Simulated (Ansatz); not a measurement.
**NiAsRh: properties at the relaxed cell**

Aim: for NiAsRh, measure the bulk modulus from energies at several volumes.

Method: DFT PBEsol, scalar-relativistic, plane waves, PAW, in Ansatz 0.2.0.

## 1. The structure to begin with

It takes space group P4/nmm (No. 129, tetragonal). Conventional cell: a = 3.558 Å, b = 3.558 Å, c = 6.103 Å, α = 90.00°, β = 90.00°, γ = 90.00°. Ni (site symmetry -4m2) has 4 As at 2.35 Å and 4 Ni at 2.52 Å in its first shell of neighbours. As (site symmetry 4mm) has 4 Ni at 2.35 Å and 5 Rh at 2.36 to 2.60 Å in its first shell of neighbours. Rh (site symmetry 4mm) has 5 As at 2.36 to 2.60 Å in its first shell of neighbours.

As a file:

```
Ni As Rh
1.0
     3.55802    0.00000    0.00000
     0.00000    3.55802    0.00000
     0.00000    0.00000    6.10311
Ni As Rh
2 2 2
Direct
  0.00000 0.00000 0.00000
  0.50000 0.50000 0.00000
  0.00000 0.50000 0.25166
  0.50000 0.00000 0.74834
  0.00000 0.50000 0.63831
  0.50000 0.00000 0.36169
```

It is the result of an earlier relaxation at this level (volume 12.88 Å³/atom; gap on the mesh: none (metal)).

## 2. Volume × 0.97

The input, input.yaml:

```yaml
crystal:
  lattice:
    - [3.5220748174, 0.0, 0.0]
    - [0.0, 3.5220748174, 0.0]
    - [0.0, 0.0, 6.0414579665]
  atoms:
    - { symbol: Ni, position: [0.0, 0.0, 0.0] }
    - { symbol: Ni, position: [0.5, 0.5, 0.0] }
    - { symbol: As, position: [0.0, 0.5, 0.2516557143] }
    - { symbol: As, position: [0.5, 0.0, 0.7483442857] }
    - { symbol: Rh, position: [0.0, 0.5, 0.638307972] }
    - { symbol: Rh, position: [0.5, 0.0, 0.361692028] }
basis:
  ecutwfc: 420
kpoints:
  mp_grid: { grid: [10, 10, 6] }
hamiltonian:
  xc: pbesol
scf:
  occupations: { method: gaussian, width: 0.1 }
output:
  forces: true
  stress: true
  eigenvalues: true
relax:
  adjacent_minimum: "off"
  f_tol: 0.01
  max_steps: 30
  cell: { stress_tol: 0.1, fix: [volume] }
```

On the command line:

```console
> ansatz run input.yaml --threads 1 --pin off --max-ram 2560MiB --backend cpu --events-out ev --progress --plain --runs-dir out
```

## 3. Volume × 1.03

Changes to input.yaml since step 2:

```diff
@@ -2,5 +2,5 @@
   lattice:
-    - [3.5220748174, 0.0, 0.0]
-    - [0.0, 3.5220748174, 0.0]
-    - [0.0, 0.0, 6.0414579665]
+    - [3.5932470194, 0.0, 0.0]
+    - [0.0, 3.5932470194, 0.0]
+    - [0.0, 0.0, 6.1635405142]
   atoms:
```

## 4. The cell scaled to 0.94 of its volume

The input, input.yaml:

```yaml
crystal:
  lattice:
    - [3.4792328732, 0.0, 0.0]
    - [0.0, 3.4792328732, 0.0]
    - [0.0, 0.0, 5.9996792874]
  atoms:
    - { symbol: Ni, position: [0.0, 0.0, 0.0] }
    - { symbol: Ni, position: [0.5, 0.5, 0.0] }
    - { symbol: As, position: [0.0, 0.5, 0.25204165] }
    - { symbol: As, position: [0.5, 0.0, 0.74795835] }
    - { symbol: Rh, position: [0.0, 0.5, 0.6386707734] }
    - { symbol: Rh, position: [0.5, 0.0, 0.3613292266] }
basis:
  ecutwfc: 420
kpoints:
  mp_grid: { grid: [10, 10, 6] }
hamiltonian:
  xc: pbesol
scf:
  occupations: { method: gaussian, width: 0.1 }
output:
  forces: true
  stress: true
  eigenvalues: true
relax:
  adjacent_minimum: "off"
  f_tol: 0.01
  max_steps: 30
  cell: { stress_tol: 0.1, fix: [volume] }
```

## 5. Point at V/V0 = 1.06

The input, input.yaml:

```yaml
crystal:
  lattice:
    - [3.6339745036, 0.0, 0.0]
    - [0.0, 3.6339745036, 0.0]
    - [0.0, 0.0, 6.2016791206]
  atoms:
    - { symbol: Ni, position: [0.0, 0.0, 0.0] }
    - { symbol: Ni, position: [0.5, 0.5, 0.0] }
    - { symbol: As, position: [0.0, 0.5, 0.2512804532] }
    - { symbol: As, position: [0.5, 0.0, 0.7487195468] }
    - { symbol: Rh, position: [0.0, 0.5, 0.6378590665] }
    - { symbol: Rh, position: [0.5, 0.0, 0.3621409335] }
basis:
  ecutwfc: 420
kpoints:
  mp_grid: { grid: [10, 10, 6] }
hamiltonian:
  xc: pbesol
scf:
  occupations: { method: gaussian, width: 0.1 }
output:
  forces: true
  stress: true
  eigenvalues: true
relax:
  adjacent_minimum: "off"
  f_tol: 0.01
  max_steps: 30
  cell: { stress_tol: 0.1, fix: [volume] }
```

(Steps that only read results are left out.)

Q: Predict the outcome of this session. Wanted: equilibrium volume of the fit; bulk modulus.

As calculated:

```
                     quantity          value
equilibrium volume of the fit  12.88 Å³/atom
                 bulk modulus        216 GPa
      its pressure derivative            5.1
```

What this shows: The fit puts the minimum at 12.88 Å³/atom with B = 216 GPa and B' = 5.1. The final runs have no spin polarisation, so a magnetic state may lie lower.
